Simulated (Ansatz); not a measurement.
# ZnH: the cost of one run

Method: DFT PBE, scalar-relativistic, plane waves, PAW, in Ansatz 0.2.0.

3 further runs of the same task are left out: 2 that didn't finish, 1 set aside as unsound or not needed.

## 1. The structure to begin with

It takes space group P4_2/mmc (No. 131, tetragonal). Conventional cell: a = 3.664 Å, b = 3.664 Å, c = 5.182 Å, α = 90.00°, β = 90.00°, γ = 90.00°. Around Zn (site symmetry mmm) lie 4 H at 2.24 Å. Around H (site symmetry -4m2) lie 4 Zn at 2.24 Å.

As a file:

```cif
data_structure
_symmetry_space_group_name_H-M 'P4_2/mmc'
_symmetry_Int_Tables_number 131
_cell_length_a 3.6644
_cell_length_b 3.6644
_cell_length_c 5.1823
_cell_angle_alpha 90.000
_cell_angle_beta 90.000
_cell_angle_gamma 90.000
_cell_volume 69.59
loop_
_atom_site_label
_atom_site_type_symbol
_atom_site_symmetry_multiplicity
_atom_site_Wyckoff_symbol
_atom_site_fract_x
_atom_site_fract_y
_atom_site_fract_z
_atom_site_occupancy
Zn1 Zn 2 c 0.00000 0.50000 0.00000 1
H1 H 2 f 0.50000 0.50000 0.25000 1
```

The cell is invented: ordered vacancies on the anion sites of fluorite (P4_2/mmc, No. 131). The dimensions are guesses.

## 2. The guess as it stands, on a coarse mesh

The input, input.yaml:

```yaml
crystal:
  lattice:
    - [3.66443666, 0.0, 0.0]
    - [0.0, 3.66443666, 0.0]
    - [0.0, 0.0, 5.18229602]
  atoms:
    - { symbol: Zn, position: [0.0, 0.5, 0.0] }
    - { symbol: Zn, position: [0.5, 0.0, 0.5] }
    - { symbol: H, position: [0.5, 0.5, 0.25] }
    - { symbol: H, position: [0.5, 0.5, 0.75] }
basis:
  ecutwfc: 420
kpoints:
  mp_grid: { grid: [6, 6, 4] }
hamiltonian:
  xc: pbe
scf:
  occupations: { method: gaussian, width: 0.1 }
  lower_state_search: "off"
output:
  forces: true
  stress: true
  eigenvalues: true
```

Launch:

```console
> ansatz run input.yaml --threads 1 --pin off --max-ram 2048MiB --backend cpu --events-out ev --progress --plain --runs-dir out
```

What time and memory should one allow on 1 thread of Arm Neoverse V2, shared host?

About 1.7 s, with a peak of 0.32 GiB.
